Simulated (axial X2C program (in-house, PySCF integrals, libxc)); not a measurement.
# A two-component session on AsF: properties at the nuclei

Wanted for AsF: properties at the nuclei, at the two-component level.

Computed with an in-house X2C program for linear molecules on PySCF integrals. Level: two-component X2C with atomic mean-field terms, As dyall-acv3z, F dyall-av3z.

All values are calculated.

## Step 1: The job

The input, task.json:

```json
{"zs": [33, 9], "q": 0, "bas": ["dyall-acv3z", "dyall-av3z"], "r0": 1.85, "levels": ["PBE0", "HF", "B3LYP"], "nst": 1, "ff": 1, "thr": -3.5, "nmax": 130, "opt": {"ecut": 60}}
```

Keys: zs atomic numbers; q charge; bas basis sets; r0 starting distance in Å; levels methods (HF also brings MP2); nst determinants followed; ff finite-field run; thr threshold in hartree for freezing inner shells (an s shell follows its p shell); nmax most natural virtual spinors; ecut virtual cutoff in hartree.

The run is started by

```bash
> python soeom.py task.json out
```

Nuclei are Gaussian, cores are contracted, and the Gaunt term is on.

## Step 2: Expectation values, lowest determinant

R = 1.745 Å. State: Ω = 1 (excess of +ω over −ω: ω = -1/2, ω = 3/2).

Output of the PBE0 run:

```text
two-component X2C + atomic mean field  PBE0
basis functions 173  fitting functions 939  grid points 5076
iter        total energy     max residual
   1      -2359.688839366     6.77e-06
   2      -2359.688839367     2.82e-06
converged
one-electron -3463.15720694  Coulomb 1108.69908208  exact exchange -23.17252221  xc functional -71.31269088  nuclear repulsion 90.06626455  atomic mean-field constant -0.81176596
```

The highest occupied spinor is 82% As p, 10% F p, 3% F d.

| level | Eeff magnitude (GV/cm) | Ws magnitude As (kHz) | A∥/gI As (MHz) | qzz As (a.u.) | A∥/gI F (MHz) | qzz F (a.u.) | μ (D) |
| --- | --- | --- | --- | --- | --- | --- | --- |
| PBE0 | 0.296 | 0.143 | -527 | 2.88 | -16 | 1.75 | -1.70 |
| HF | 1.01 | 0.447 | -383 | 3.01 | 14.3 | 1.79 | -2.05 |
| B3LYP | 0.125 | 0.0705 | -469 | 3.03 | -17.8 | 1.69 | -1.73 |

Eeff is the effective electric field on the electron dipole moment in this Ω state and Ws the scalar–pseudoscalar constant (defined with the proton number Z and per Ω); A∥ is the parallel hyperfine constant, which follows by multiplying with the nuclear g factor gI = μI/(I μN); qzz is the electric field gradient, eQq0 = 234.96 MHz × Q/barn × qzz; μ is positive if F is the positive end. The operators were transformed with the bare-nucleus X2C matrices.

## Step 3: Finite-field coupled cluster

Output:

```text
two-component X2C + atomic mean field  HF
basis functions 173  fitting functions 939  grid points 5076
iter        total energy     max residual
   1      -2357.893715131     2.10e-01
   2      -2357.920683152     7.93e-03
   3      -2357.921859395     4.72e-03
   4      -2357.922136458     2.38e-03
   5      -2357.922237162     1.25e-03
   6      -2357.922275711     6.75e-04
   7      -2357.922283147     2.65e-04
   8      -2357.922285364     1.27e-04
   9      -2357.922285804     5.43e-05
  10      -2357.922285970     2.36e-05
  11      -2357.922285989     5.71e-06
  12      -2357.922285990     1.18e-06
converged
one-electron -3463.30544762  Coulomb 1108.97555740  exact exchange -92.84689437  xc functional 0.00000000  nuclear repulsion 90.06626455  atomic mean-field constant -0.81176596
correlated 22  virtual 278  natural virtual 130  E(MP2) -0.842930283  MP2 remainder -0.054930615
iter   CCSD correlation   residual
   1     -0.745851942   1.30e-01
   2     -0.760303181   5.48e-02
   3     -0.764145732   1.96e-02
   4     -0.763874601   7.80e-03
   5     -0.763949727   3.25e-03
   6     -0.764005209   1.14e-03
   7     -0.763997062   4.29e-04
   8     -0.763996409   1.35e-04
   9     -0.763997952   4.73e-05
  10     -0.763997135   1.66e-05
  11     -0.763997022   5.61e-06
  12     -0.763996949   2.86e-06
  13     -0.763996904   1.61e-06
  14     -0.763996921   8.33e-07
(T) -0.018493256  T1 0.0213  D1 0.0500  max T2 0.067
```

T1 in the output is the amplitude norm over the root of the electron number; divide by √2 for the Lee–Taylor value.

22 electrons correlated in 130 natural virtual spinors, MP2 remainder added; T1 = 0.015.

| level | Eeff magnitude (GV/cm) | Ws magnitude As (kHz) | A∥/gI As (MHz) | qzz As (a.u.) | A∥/gI F (MHz) | μ (D) |
| --- | --- | --- | --- | --- | --- | --- |
| HF | 1.01 | 0.447 | -383 | 3.01 | 14.3 | -2.05 |
| MP2 | 0.0367 | 0.00311 | -485 | 3.07 | -26.4 | -1.82 |
| CCSD | 0.162 | 0.083 | -352 | 2.97 | -11.8 | -1.84 |
| CCSD(T) | 0.0843 | 0.05 | -342 | 2.93 | -13.9 | -1.77 |

## Step 4: Summary of results

```
                       quantity                                            value
             lowest determinant  Ω = 1 (excess of +ω over −ω: ω = -1/2, ω = 3/2)
   Eeff magnitude (GV/cm), PBE0                                            0.296
    Ws magnitude As (kHz), PBE0                                            0.143
           A∥/gI As (MHz), PBE0                                             -527
            qzz As (a.u.), PBE0                                             2.88
Eeff magnitude (GV/cm), CCSD(T)                                           0.0843
 Ws magnitude As (kHz), CCSD(T)                                             0.05
        A∥/gI As (MHz), CCSD(T)                                             -342
         qzz As (a.u.), CCSD(T)                                             2.93
```

**Reading.** In the first state, the effective field runs from 0.125 to 1.01 GV/cm over the mean-field levels, so the levels don't agree on it. The expectation values come from single determinants, which for open shells can mix terms of unlike spin or miss the lowest Ω, so a determinant need not be a state. Eeff is the effective electric field on the electron dipole moment in this Ω state and Ws the scalar–pseudoscalar constant (defined with the proton number Z and per Ω); A∥ is the parallel hyperfine constant, which follows by multiplying with the nuclear g factor gI = μI/(I μN); qzz is the electric field gradient, eQq0 = 234.96 MHz × Q/barn × qzz; μ is positive if F is the positive end. The operators were transformed with the bare-nucleus X2C matrices. Correlation of the inner shells is missing, which matters for properties at the nucleus.
